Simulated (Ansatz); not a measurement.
# CH3AlClF: the cost of one run

Method: RKS r2SCAN-D4/def2-SVP, in Ansatz 0.2.0.

### 1 The system as given

Bond lengths: Al1–F2 2.112 Å, Al1–C3 1.920 Å, Al1–Cl5 2.021 Å, C3–H6 1.086 Å, C3–H7 1.086 Å. Angles: F2–Al1–C3 77.0°, F2–Al1–Cl5 115.4°, C3–Al1–Cl5 167.6°, Al1–C3–H6 117.1°, Al1–C3–H7 117.8°, H6–C3–H7 109.3°.

As a file:

```xyz
7

Al    0.3127    0.3764    0.8787
F     1.3267   -1.2352   -0.0352
C    -0.6938    0.0897   -0.7315
H     0.3704   -0.8049   -0.6556
Cl    1.0777    0.9942    2.6439
H    -1.7018   -0.2983   -0.6223
H    -0.6918    0.8782   -1.4780
```

### 2 A restrained relaxation towards end A

Springs on the bonds that form and break draw the guess towards this end; the thresholds are loose.

The input, input.yaml:

```yaml
crystal:
  periodic: [false, false, false]
  atoms:
    - { symbol: Al, position_ang: [0.3127, 0.3764, 0.8787] }
    - { symbol: F, position_ang: [1.3267, -1.2352, -0.0352] }
    - { symbol: C, position_ang: [-0.6938, 0.0897, -0.7315] }
    - { symbol: H, position_ang: [0.3704, -0.8049, -0.6556] }
    - { symbol: Cl, position_ang: [1.0777, 0.9942, 2.6439] }
    - { symbol: H, position_ang: [-1.7018, -0.2983, -0.6223] }
    - { symbol: H, position_ang: [-0.6918, 0.8782, -1.478] }
basis:
  gaussian: { orbitals: def2-SVP }
hamiltonian:
  xc: r2scan
  dispersion: d4
relax:
  f_tol: 0.15
  max_steps: 25
  restrain:
    - { distance: [3, 1], at: 2.18, k: 30.0 }
    - { distance: [0, 1], at: 1.78, k: 30.0 }
    - { distance: [3, 2], at: 1.07, k: 30.0 }
```

Command:

```bash
$ ansatz run input.yaml --threads 2 --pin off --max-ram 3072MiB --backend cpu --events-out ev --progress --plain --runs-dir out
```

**Question.** How long does this run take on 2 threads of AMD EPYC 9R45 (Zen 5), shared host, and how much memory does it need?

About 6.6 s, with a peak of 0.18 GiB.
